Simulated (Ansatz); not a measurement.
# BiTe (Fm-3m) in Ansatz: convergence with k mesh

Aim: find how far k mesh must go before the results for BiTe settle, at PBE. This setting moves, with any that are tied to it; all else stays.

All numbers are computed with Ansatz 0.2.0; they aren't measurements. Logs are shortened: lines on timing, memory, paths and dates and some standing lists are left out, and cuts for length are marked.

### 1 Starting point

It takes space group Fm-3m (No. 225, cubic). Conventional cell: a = 6.470 Å, b = 6.470 Å, c = 6.470 Å, α = 90.00°, β = 90.00°, γ = 90.00°. Bi (site symmetry m-3m) has 6 Te at 3.23 Å as nearest neighbours. Te (site symmetry m-3m) is surrounded by 6 Bi at 3.23 Å.

### 2 With k mesh 1 × 1 × 1

File input.yaml:

```yaml
crystal:
  lattice:
    - [0.0, 3.235, 3.235]
    - [3.235, 0.0, 3.235]
    - [3.235, 3.235, 0.0]
  atoms:
    - { symbol: Bi, position: [0.0, 0.0, 0.0] }
    - { symbol: Te, position: [0.5, 0.5, 0.5] }
kpoints:
  mp_grid: { grid: [1, 1, 1] }
scf:
  occupations: { method: fermi_dirac, width: 0.05 }
hamiltonian:
  xc: pbe
  pseudopotentials: { kind: all_electron, lapw: { basis_error: 0.001 } }
output:
  forces: true
  stress: true
  eigenvalues: true
```

Potentials or basis: all-electron LAPW, scalar-relativistic.

On the command line:

```sh
$ ansatz run input.yaml --threads 1 --pin off --max-ram 3072MiB --backend cpu --events-out ev --progress --plain --runs-dir out
```

It took 2 s on 1 thread of Arm Neoverse V1, shared host; peak memory 0.23 GiB.

What came out:

| Item | Value |
| --- | --- |
| Free energy | -770582.7584 eV |
| Pressure | 30.8 GPa |
| Band gap on the k mesh | none (metal or under the smearing width) |

### 3 With k mesh 2 × 2 × 2

Changes to input.yaml since step 2:

```diff
@@ -9,3 +9,3 @@
 kpoints:
-  mp_grid: { grid: [1, 1, 1] }
+  mp_grid: { grid: [2, 2, 2] }
 scf:
```

Potentials or basis: all-electron LAPW, scalar-relativistic.

On the command line:

```sh
$ ansatz run input.yaml --threads 1 --pin off --max-ram 3072MiB --backend cpu --events-out ev --progress --plain --runs-dir out
```

Wall time 2.5 s (1 thread of Arm Neoverse V1, shared host); peak memory 0.24 GiB.

What came out:

| Item | Value |
| --- | --- |
| Free energy | -770589.0247 eV |
| Pressure | 6.3 GPa |
| Band gap on the k mesh | none (metal or under the smearing width) |

### 4 With k mesh 4 × 4 × 4

Changes to input.yaml since step 3:

```diff
@@ -9,3 +9,3 @@
 kpoints:
-  mp_grid: { grid: [2, 2, 2] }
+  mp_grid: { grid: [4, 4, 4] }
 scf:
```

On the command line:

```sh
$ ansatz run input.yaml --threads 1 --pin off --max-ram 3072MiB --backend cpu --events-out ev --progress --plain --runs-dir out
```

Run time: 4.5 s. Hardware: 1 thread of Arm Neoverse V1, shared host; peak memory 0.25 GiB.

What came out:

| Quantity | Value |
| --- | --- |
| Free energy | -770590.5230 eV |
| Pressure | 0.7 GPa |
| Band gap on the k mesh | none (metal or under the smearing width) |

### 5 With k mesh 5 × 5 × 5

Changes to input.yaml since step 4:

```diff
@@ -9,3 +9,3 @@
 kpoints:
-  mp_grid: { grid: [4, 4, 4] }
+  mp_grid: { grid: [5, 5, 5] }
 scf:
```

On the command line:

```sh
$ ansatz run input.yaml --threads 1 --pin off --max-ram 3072MiB --backend cpu --events-out ev --progress --plain --runs-dir out
```

It took 5.1 s on 1 thread of Arm Neoverse V1, shared host; peak memory 0.26 GiB.

What came out:

| Quantity | Value |
| --- | --- |
| Free energy | -770590.4939 eV |
| Pressure | 0.7 GPa |
| Band gap on the k mesh | none (metal or under the smearing width) |

### 6 With k mesh 6 × 6 × 6

Changes to input.yaml since step 5:

```diff
@@ -9,3 +9,3 @@
 kpoints:
-  mp_grid: { grid: [5, 5, 5] }
+  mp_grid: { grid: [6, 6, 6] }
 scf:
```

Potentials or basis: all-electron LAPW, scalar-relativistic.

On the command line:

```sh
$ ansatz run input.yaml --threads 1 --pin off --max-ram 3072MiB --backend cpu --events-out ev --progress --plain --runs-dir out
```

It took 7 s on 1 thread of Arm Neoverse V1, shared host; peak memory 0.27 GiB.

Results:

| Quantity | Value |
| --- | --- |
| Free energy | -770590.4839 eV |
| Pressure | 0.9 GPa |
| Band gap on the k mesh | none (metal or under the smearing width) |

### 7 With k mesh 7 × 7 × 7

Changes to input.yaml since step 6:

```diff
@@ -9,3 +9,3 @@
 kpoints:
-  mp_grid: { grid: [6, 6, 6] }
+  mp_grid: { grid: [7, 7, 7] }
 scf:
```

On the command line:

```sh
$ ansatz run input.yaml --threads 1 --pin off --max-ram 3072MiB --backend cpu --events-out ev --progress --plain --runs-dir out
```

Wall time 8.3 s (1 thread of Arm Neoverse V1, shared host); peak memory 0.28 GiB.

Results:

- Free energy: -770590.4704 eV
- Pressure: 0.9 GPa
- Band gap on the k mesh: none (metal or under the smearing width)

### 8 With k mesh 8 × 8 × 8

Changes to input.yaml since step 7:

```diff
@@ -9,3 +9,3 @@
 kpoints:
-  mp_grid: { grid: [7, 7, 7] }
+  mp_grid: { grid: [8, 8, 8] }
 scf:
```

On the command line:

```sh
$ ansatz run input.yaml --threads 1 --pin off --max-ram 3072MiB --backend cpu --events-out ev --progress --plain --runs-dir out
```

Wall time 10 s (1 thread of Arm Neoverse V1, shared host); peak memory 0.31 GiB.

It converged, with:

```
Free energy            : -770590.4984 eV
Pressure               : 0.7 GPa
Band gap on the k mesh : none (metal or under the smearing width)
```

### 9 With k mesh 10 × 10 × 10

Changes to input.yaml since step 8:

```diff
@@ -9,3 +9,3 @@
 kpoints:
-  mp_grid: { grid: [8, 8, 8] }
+  mp_grid: { grid: [10, 10, 10] }
 scf:
```

Potentials or basis: all-electron LAPW, scalar-relativistic.

On the command line:

```sh
$ ansatz run input.yaml --threads 1 --pin off --max-ram 3072MiB --backend cpu --events-out ev --progress --plain --runs-dir out
```

Standard output:

```text
Warning: RAYON_NUM_THREADS=1 ignored (pool sized by the plan → 1); use --threads N
LAPW: plane waves up to 6.811 Å⁻¹, error target 1.0e-3 eV per atom; small_component_spin mean_spin; Te in spheres of 1.584 Å, 24 of its electrons in bands, Dirac shells []; Bi in spheres of 1.651 Å, 37 of its electrons in bands, Dirac shells [] (how accurate: hamiltonian.pseudopotentials.lapw.basis_error, Limitations)
Engine: ansatz 0.2.0, aarch64-unknown-linux-gnu
Pseudopotentials: kind: all_electron
Pseudopotential: Bi, LAPW, valence charge 37, lapw/all_electron/scalar/gaussian/Bi, Koelling and Harmon's equation, gaussian nucleus
Pseudopotential: Te, LAPW, valence charge 24, lapw/all_electron/scalar/gaussian/Te, Koelling and Harmon's equation, gaussian nucleus
Functional definition: PBE
  parameter kappa = 0.804
  parameter beta = 0.06672455060314922
  exchange = pbe_x(kappa = kappa, mu = beta*pi^2/3)
  correlation = pbe_c(beta = beta)
Crystal: 2 atoms, lattice volume = 67.710 Å³
Basis set: ecut = 176.72438911129703 eV, 339 PW (Γ), exchange–correlation at level 2
Bands: 37, of which v1, the nominal top of the filled ones, is band 31 counted from 1 (30 counted from 0)
Symmetry: 48 space group operations
Space group: Fm-3m (ITA 225), of the structure as read, at distance tolerance 4.1e-5 Å
k-points: 47 of 1000
Non-local potential: Bi, projectors of the file, none
Non-local potential: Te, projectors of the file, none
Initial density: superposition of atomic densities (chi_scale 0.1, normalization cell, long waves kept (reshape's long-wave potential 0.00 eV rms))
Initial wavefunctions: plane waves of lowest kinetic energy (no species holds an atomic orbital)
Functional: x = pbe(κ = 0.804, μ = 0.2195149727645171), c = pbe(β = 0.06672455060314922)
iter 1 solved again at ethr=2.11e-4 eV; its pass at ethr=1.00e-1 eV (dr2=1.29e-1 eV) is discarded
SCF iter   1: F=—  HF=-770590.515141 eV  |F-HF|=—  |Δ(HF+E_count)|=         —  Δρ=9.83e-3  dr2=1.29e-1  ethr=2.11e-4  ⟨swp⟩=2.9  Hψ=10975  notcnv=0
preconditioner: auto → LDOS  [metal: Δε(μ)=0.005 eV  Ē_g=10.941 eV  σ=0.050 eV  W_gap=0.03  n_scr=14 (ndim 8)  ℏωp=15.0 eV  f_vac=0.100  D(μ)=1.45/eV (n_scr^D=14)  β→1.0]
iter 2 solved again at ethr=2.03e-6 eV; its pass at ethr=2.11e-4 eV (dr2=1.24e-3 eV) is discarded
SCF iter   2: F=—  HF=-770590.488668 eV  |F-HF|=—  |Δ(HF+E_count)|=   2.65e-2  Δρ=1.61e-3  dr2=1.24e-3  ethr=2.03e-6  ⟨swp⟩=2.0  Hψ=8967  notcnv=0
SCF iter   3: F=—  HF=-770590.492390 eV  |F-HF|=—  |Δ(HF+E_count)|=   3.72e-3  Δρ=2.92e-4  dr2=6.52e-5  ethr=2.03e-6  ⟨swp⟩=3.0  Hψ=5379  notcnv=0
SCF iter   4: F=—  HF=-770590.490408 eV  |F-HF|=—  |Δ(HF+E_count)|=   1.98e-3  Δρ=2.24e-4  dr2=1.78e-5  ethr=1.07e-7  ⟨swp⟩=3.0  Hψ=5455  notcnv=0
SCF iter   5: F=—  HF=-770590.490440 eV  |F-HF|=—  |Δ(HF+E_count)|=   3.25e-5  Δρ=5.59e-5  dr2=1.28e-6  ethr=2.92e-8  ⟨swp⟩=3.0  Hψ=5385  notcnv=0
SCF iter   6: F=—  HF=-770590.490442 eV  |F-HF|=—  |Δ(HF+E_count)|=   1.54e-6  Δρ=1.29e-5  dr2=8.19e-8  ethr=2.09e-9  ⟨swp⟩=3.0  Hψ=5385  notcnv=0
SCF iter   7: F=-770590.490442 eV  HF=-770590.490442 eV  |F-HF|=1.61e-8  |Δ(HF+E_count)|=   1.76e-7  Δρ=3.77e-6  dr2=7.61e-9  ethr=1.34e-10  ⟨swp⟩=3.0  Hψ=5377  notcnv=0
SCF 1 converged in 7 iterations: F = -770590.490442 eV  dr2 = 7.61e-9
SCF converged after 7 iterations
Free energy (F): -770590.490442 eV
Harris-Foulkes:  -770590.490442 eV  (|F-HF|=1.61e-8)
Internal energy: -770590.478004 eV  (E = F + TS)
E sigma→0 (E₀):  -770590.484223 eV
Entropy (-TS):   -0.012438 eV (-6.219 meV/atom)
Fermi energy:    12.723843 eV
--- Per-component energies (eV) ---
  E_band       = -3811.005398
  E_kinetic    = 873290.607504
  E_xc         = -15596.473510
  E_electrostatic = -1628284.611999  (all electrons and nuclei)
  E_smearing   = -0.012438  (= −TS)
  E_closure    = 0.000000  (closes the sum)
  E_atoms      = -770583.342690  (free atoms, spherical and without spin; not in F)
  Σ components = -770590.490442   (vs F -770590.490442, Δ=0.00e0)
  Basis errors (estimates in eV, not in F): energy 3.4e-4 per atom: plane waves 3.3e-4 (1.8e-4 summed), levels above the bands 9.9e-60, relativity 3.0e-8, radial functions 1.1e-5, core shells 3.0e-9; eigenvalues (radial functions only) 4.0e-6; not estimated: angular momenta, meshes, grids; target (lapw.basis_error) 1.0e-3; muffin-tin radii Te 1.584 Å, Bi 1.651 Å
--- Forces (eV/Å), atoms counted from 1 ---
  atom   1  Bi    -0.00000000     0.00000000     0.00000000
  atom   2  Te     0.00000000     0.00000000     0.00000000
  max |Σ_I F_I| component: 2.47e-31 eV/Å
--- Stress (GPa, compression-positive) ---
        0.802019       0.000000      -0.000000
        0.000000       0.802019      -0.000000
       -0.000000      -0.000000       0.802019
  P = ⅓ Tr σ = 0.8020 GPa (8.020 kbar)
--- Band table (eV; the first three rows and the last of 47) ---
  k-point 0: bands = ["-147.1832", "-140.8146", "-135.9441", "-135.9427", "-135.9427", "-135.9427", "-135.9415", "-135.9415", "-135.9415", "-97.2211", "-97.2211", "-97.2211", "-79.0700", "-79.0700", "-79.0700", "-24.5476", "-24.5476", "-24.5464", "-24.5464", "-24.5464", "-10.4382", "-10.4382", "-10.4352", "-10.4352", "-10.4352", "-0.7970", "4.6036", "10.1766", "10.1766", "10.1766", "14.8773", "14.8773", "14.8773", "17.4118", "17.4118", "17.4118", "18.8446"]
  k-point 1: bands = ["-147.1832", "-140.8146", "-135.9441", "-135.9427", "-135.9427", "-135.9427", "-135.9415", "-135.9415", "-135.9415", "-97.2211", "-97.2211", "-97.2211", "-79.0700", "-79.0700", "-79.0700", "-24.5475", "-24.5475", "-24.5464", "-24.5464", "-24.5464", "-10.4387", "-10.4387", "-10.4351", "-10.4347", "-10.4347", "-0.7076", "4.3787", "10.2057", "10.2057", "10.2697", "14.4488", "14.5231", "14.5231", "17.2829", "17.5928", "17.5928", "19.4504"]
  k-point 2: bands = ["-147.1832", "-140.8146", "-135.9441", "-135.9427", "-135.9427", "-135.9427", "-135.9415", "-135.9415", "-135.9415", "-97.2211", "-97.2211", "-97.2211", "-79.0700", "-79.0700", "-79.0700", "-24.5475", "-24.5475", "-24.5463", "-24.5463", "-24.5463", "-10.4400", "-10.4400", "-10.4346", "-10.4331", "-10.4331", "-0.4419", "3.7886", "10.2984", "10.2984", "10.4850", "13.6192", "13.7738", "13.7738", "17.3511", "18.1142", "18.1142", "20.7871"]
  k-point 46: bands = ["-147.1832", "-140.8146", "-135.9441", "-135.9427", "-135.9427", "-135.9427", "-135.9415", "-135.9415", "-135.9415", "-97.2211", "-97.2211", "-97.2211", "-79.0700", "-79.0700", "-79.0700", "-24.5477", "-24.5472", "-24.5463", "-24.5460", "-24.5456", "-10.4489", "-10.4379", "-10.4341", "-10.4299", "-10.4250", "1.3831", "2.0148", "7.5204", "8.0074", "10.6476", "13.0582", "16.2911", "16.9792", "17.1909", "18.7438", "22.1841", "22.7503"]
```

It took 16 s on 1 thread of Arm Neoverse V1, shared host; peak memory 0.36 GiB.

Results:

| Item | Value |
| --- | --- |
| Free energy | -770590.4904 eV |
| Pressure | 0.8 GPa |
| Band gap on the k mesh | none (metal or under the smearing width) |

### 10 The series at a glance

| k mesh | energy less the tightest run, at zero smearing (meV/atom) | pressure (GPa) | SCF cycles | CPU time (s) | peak memory (GiB) |
| --- | --- | --- | --- | --- | --- |
| 1 × 1 × 1 | 3896.71 | 30.81 | 9 | 2 | 0.23 |
| 2 × 2 × 2 | 752.86 | 6.34 | 8 | 2.5 | 0.24 |
| 4 × 4 × 4 | -13.57 | 0.70 | 8 | 4.5 | 0.25 |
| 5 × 5 × 5 | -1.05 | 0.68 | 7 | 5.1 | 0.26 |
| 6 × 6 × 6 | 4.82 | 0.94 | 7 | 7 | 0.27 |
| 7 × 7 × 7 | 12.22 | 0.93 | 8 | 8.3 | 0.28 |
| 8 × 8 × 8 | -4.33 | 0.67 | 7 | 10 | 0.31 |
| 10 × 10 × 10 | 0.00 | 0.80 | 7 | 16 | 0.36 |

Not settled before the last step: the energy (to 1 meV/atom), the pressure (to 0.1 GPa). Meshes of other sizes hit other points, so gaps and Fermi surfaces needn't settle smoothly. The tightest run that finished is the yardstick and may itself not be fully converged.

Caveats: spin-orbit coupling is left out, which moves the levels of the heavy elements.
